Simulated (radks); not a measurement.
# Ionisation energy and size from Lu⁴⁺ to Hg⁴⁺

An exercise on one series of results from a longer session: the logs are not shown, and one member is left open.

Program: radks (a radial shooting solver on a logarithmic mesh, Libxc functionals) version 1. Level of theory: Dirac Kohn-Sham, PBE, spin-unpolarised, spherical densities, finite nucleus; open shells fill j = l - 1/2 first. These are calculated values, not measurements, unless marked.

## What is computed

```
species : Lu⁴⁺, Hf⁴⁺, Ta⁴⁺, W⁴⁺, Re⁴⁺, Os⁴⁺, Ir⁴⁺, Pt⁴⁺, Au⁴⁺, Hg⁴⁺
runs    : 20, each species and its next ion
```

The first run:

Input:

```text
Z 71
configuration [Xe] 4f13
relativity Dirac
functional pbe,pbe
spin unpolarised
j_filling energy
nucleus finite rms 5.37 fm
c 137.035999084
```

Among the steps run: Lu⁴⁺, [Xe] 4f13; Lu⁵⁺, [Xe] 4f12; Hf⁴⁺, [Xe] 4f14; Hf⁵⁺, [Xe] 4f13; Ta⁴⁺, [Xe] 4f14 5d1; Ta⁵⁺, [Xe] 4f14; W⁴⁺, [Xe] 4f14 5d2; W⁵⁺, [Xe] 4f14 5d1; Re⁴⁺, [Xe] 4f14 5d3; Re⁵⁺, [Xe] 4f14 5d2; Os⁴⁺, [Xe] 4f14 5d4; Os⁵⁺, [Xe] 4f14 5d3; Ir⁴⁺, [Xe] 4f14 5d5; Ir⁵⁺, [Xe] 4f14 5d4; Pt⁴⁺, [Xe] 4f14 5d6; Pt⁵⁺, [Xe] 4f14 5d5; Au⁴⁺, [Xe] 4f14 5d7; Au⁵⁺, [Xe] 4f14 5d6; Hg⁴⁺, [Xe] 4f14 5d8; Hg⁵⁺, [Xe] 4f14 5d7.

One table of the session follows, with a row left open; its other results are not shown here.

| species | Δ-SCF (eV) | −ε(HOMO) (eV) | its <r> (bohr) |
| --- | --- | --- | --- |
| Lu⁴⁺ | 68.331 | 56.721 | 1.35 |
| Hf⁴⁺ | 68.754 | 57.045 | 1.33 |
| Ta⁴⁺ | 48.082 | 41.598 | 1.72 |
| W⁴⁺ | 50.631 | 43.959 | 1.64 |
| Re⁴⁺ | 53.166 | 46.304 | 1.58 |
| Os⁴⁺ | 55.684 | 48.630 | 1.52 |
| Ir⁴⁺ | ? | ? | ? |
| Pt⁴⁺ | 59.041 | 51.743 | 1.45 |
| Au⁴⁺ | 61.455 | 53.966 | 1.40 |
| Hg⁴⁺ | 63.850 | 56.171 | 1.36 |

Estimate the missing values for Ir⁴⁺.

The run gave: Δ-SCF (eV): 56.607; −ε(HOMO) (eV): 49.500; its <r> (bohr): 1.50. In the column «Δ-SCF (eV)» it lies between Os⁴⁺ (55.684) and Pt⁴⁺ (59.041).

To keep in mind: For Lu⁴⁺, Hf⁴⁺ the highest level isn't the widest one, so −ε(HOMO) and <r> belong to different orbitals, and Δ-SCF follows the ion's typed configuration. Spin polarisation and multiplet splitting are left out, so open shells lie too high by an amount that depends on their filling.
